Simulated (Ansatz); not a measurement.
# Si3N4: the cost of one run

Program: Ansatz 0.2.0. Level of theory: DFT PBE, scalar-relativistic, plane waves, PAW. These are calculated values, not measurements.

2 further runs of the same task are left out: 2 set aside as unsound or not needed.

### 1 The structure to begin with

The structure is hexagonal, space group P6_3/m (No. 176). Conventional cell: a = 7.664 Å, b = 7.664 Å, c = 2.926 Å, α = 90.00°, β = 90.00°, γ = 120.00°. Around Si (site symmetry m) lie 4 N at 1.74 to 1.75 Å. Around N (site symmetry m) lie 3 Si at 1.75 Å. N (site symmetry -6) is surrounded by 3 Si at 1.74 Å.

Structure file:

```
Si N
1.0
     7.66362    0.00000    0.00000
    -3.83181    6.63689    0.00000
     0.00000    0.00000    2.92644
Si N
6 8
Direct
  0.76891 0.17501 0.25000
  0.59390 0.76891 0.75000
  0.82499 0.59390 0.25000
  0.23109 0.82499 0.75000
  0.40610 0.23109 0.25000
  0.17501 0.40610 0.75000
  0.03083 0.33000 0.25000
  0.70083 0.03083 0.75000
  0.67000 0.70083 0.25000
  0.96917 0.67000 0.75000
  0.29917 0.96917 0.25000
  0.33000 0.29917 0.75000
  0.66667 0.33333 0.25000
  0.33333 0.66667 0.75000
```

This cell was relaxed beforehand with the same method: volume 10.63 Å³/atom, gap on the mesh 4.27 eV.

### 2 Linear response at Γ

File input.yaml:

```yaml
crystal:
  lattice:
    - [7.6636192489, 0.0, 0.0]
    - [-3.8318096245, 6.6368889545, 0.0]
    - [0.0, 0.0, 2.9264354541]
  atoms:
    - { symbol: Si, position: [0.7689127089, 0.1750130426, 0.25] }
    - { symbol: Si, position: [0.5938996663, 0.7689127089, 0.75] }
    - { symbol: Si, position: [0.8249869574, 0.5938996663, 0.25] }
    - { symbol: Si, position: [0.2310872911, 0.8249869574, 0.75] }
    - { symbol: Si, position: [0.4061003337, 0.2310872911, 0.25] }
    - { symbol: Si, position: [0.1750130426, 0.4061003337, 0.75] }
    - { symbol: "N", position: [0.0308339544, 0.330000882, 0.25] }
    - { symbol: "N", position: [0.7008330724, 0.0308339544, 0.75] }
    - { symbol: "N", position: [0.669999118, 0.7008330724, 0.25] }
    - { symbol: "N", position: [0.9691660456, 0.669999118, 0.75] }
    - { symbol: "N", position: [0.2991669276, 0.9691660456, 0.25] }
    - { symbol: "N", position: [0.330000882, 0.2991669276, 0.75] }
    - { symbol: "N", position: [0.6666666667, 0.3333333333, 0.25] }
    - { symbol: "N", position: [0.3333333333, 0.6666666667, 0.75] }
basis:
  ecutwfc: 420
kpoints:
  mp_grid: { grid: [6, 6, 8] }
hamiltonian:
  xc: pbe
scf:
  occupations: { method: fixed }
output:
  eigenvalues: true
phonons:
  method: dfpt
  dielectric: true
  rigid_motions: translations
  eigenvectors: true
```

The run is started by

```bash
ansatz run input.yaml --threads 4 --pin off --max-ram 10240MiB --backend cpu --events-out ev --progress --plain --runs-dir out
```

Q: Estimate wall time and peak memory on 4 threads of Intel Xeon at 2.70GHz, shared host.

About 8.2 min, with a peak of 4.1 GiB.
